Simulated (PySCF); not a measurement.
**A diatomic session: GaAs**

Aim: find the lowest electronic state of GaAs, scan its bond at several levels of theory, and get bond length, wavenumber and dissociation energy from each curve.

Computed with PySCF 2.14.0. Level: Ga pcseg-1, As pcseg-1, no relativity.

## 1. The job

The job is set up so:

```
atoms                         : Ga, As
charge                        : 0
basis                         : Ga pcseg-1, As pcseg-1
Hamiltonian                   : no relativity
basis functions               : 54
electrons treated             : 64
masses in u                   : 68.9256, 74.9216
levels                        : PBE0, PBE, r²SCAN, B2PLYP, r²SCANh, revPBE, HF, MP2, SCS-MP2, CCSD, CCSD(T)
grid                          : 80 radial by 434 angular points
occupations                   : held fixed by the projection of orbital angular momentum
dissociation limit            : Ga + As, each in its ground configuration
starting distance in angstrom : 2.380
values of 2S to try           : 0, 2, 4
```

Launch:

```console
$ OMP_NUM_THREADS=1 python dia.py task.json out
```

The runs that follow: PBE0 along the bond; Excited determinants; PBE (GGA); r²SCAN (meta-GGA); B2PLYP (double hybrid); r²SCANh; revPBE (GGA); UHF (mean field); Correlated methods on the Hartree–Fock reference.

**Question.** What will these runs give? Wanted: for each run, Re; ωe; De; μ.

The runs gave:

Lowest PBE0 solution found, without spin–orbit coupling: ³Σ⁻ (triplet), unpaired electrons π ↑↑. State 2 has its PBE0 minimum 0.16 eV higher. State 3 has its PBE0 minimum 0.32 eV higher, as a spin-mixed determinant (⟨S²⟩ = 1.01), so this is no gap between pure states. State 4 has its PBE0 minimum 0.34 eV higher, as a spin-mixed determinant (⟨S²⟩ = 1.02), so this is no gap between pure states. The other levels ran on the lowest alone.

```
      level  Re (Å)  ωe (cm⁻¹)  De (eV)  μ (D)
        UHF   2.581      214.7     0.88  -1.53
    UHF-MP2   2.581      217.0     1.55    n/a
UHF-SCS-MP2   2.593      212.4     1.51    n/a
   UHF-CCSD   2.597      209.9     1.51    n/a
UHF-CCSD(T)   2.601      208.3     1.58    n/a
        PBE   2.596      208.2     2.15  -1.14
     revPBE   2.613      203.7     1.98  -1.24
     r²SCAN   2.561      217.3     2.08  -1.14
    r²SCANh   2.555      219.3     2.04  -1.18
       PBE0   2.567      217.1     2.01  -1.26
     B2PLYP   2.585      212.8     1.88  -1.44
```

De is counted to Ga + As in their ground configurations. A positive dipole means Ga(−)As(+).

Differences from CCSD(T) in the same basis:

```
      level  Re (mÅ)  ωe (%)
        UHF      -20    +3.0
    UHF-MP2      -20    +4.1
UHF-SCS-MP2       -8    +2.0
   UHF-CCSD       -4    +0.8
        PBE       -5    -0.1
     revPBE      +12    -2.2
     r²SCAN      -40    +4.3
    r²SCANh      -46    +5.3
       PBE0      -34    +4.2
     B2PLYP      -16    +2.2
```

**Reading.** Judged by CCSD(T) in the same basis: best bond length UHF-CCSD (-4 mÅ), worst r²SCANh (-46 mÅ); best wavenumber PBE (-0.1 %), worst r²SCANh (+5.3 %). Hartree–Fock makes the bond too short and too stiff against this reference, as it mostly does. CCSD(T) in a basis this small is itself some way from its limit, more so than the functionals. Among the levels with a De in the table, it runs from 0.88 eV (UHF) to 2.15 eV (PBE).

Correlated steps freeze 18 core orbitals. B2PLYP dipoles, levels and charges come from its SCF part alone.
